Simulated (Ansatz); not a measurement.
# Ni3Hg: equation of state with PBE

The system is Ni3Hg.

```
CELL_PARAMETERS angstrom
3.74491 0.00000 0.00000
0.00000 3.74491 0.00000
0.00000 0.00000 3.74491
ATOMIC_POSITIONS crystal
Hg 0.00000 0.00000 0.00000
Ni 0.50000 0.50000 0.00000
Ni 0.50000 0.00000 0.50000
Ni 0.00000 0.50000 0.50000
```

The cell comes from a database or a generator and needn't be the stable form of this composition.

```json
{
  "Program": "Ansatz 0.2.0",
  "Task": "equation of state",
  "Functional": "PBE",
  "Potentials or basis": "Ansatz PAW",
  "Cutoff": "420 eV",
  "Density cutoff": "1680 eV",
  "k mesh": "7 × 7 × 7",
  "Occupations": "fermi-dirac, width 0.05 eV",
  "Spin": "collinear spin, ferromagnetic start",
  "Starting moments": "[0.0, 1.0, 1.0, 1.0] μB"
}
```

| Quantity | Value |
| --- | --- |
| Equilibrium volume | 13.21 Å³/atom |
| Bulk modulus | 155 GPa |
| Pressure derivative of the bulk modulus | 5.2 |

Energy against volume, from the lowest point:
| volume (Å³/atom) | energy (meV/atom) |
| --- | --- |
| 12.342 | 31.59 |
| 12.605 | 14.59 |
| 12.867 | 4.32 |
| 13.130 | 0.00 |
| 13.393 | 0.93 |
| 13.655 | 6.51 |
| 13.918 | 16.17 |

All runs of the series together: 73 s on 2 threads of Intel(R) Xeon(R) Processor @ 2.50GHz (Skylake/Cascade Lake), with other jobs on the host.

Spin-orbit coupling is left out, which matters for the levels of Hg.
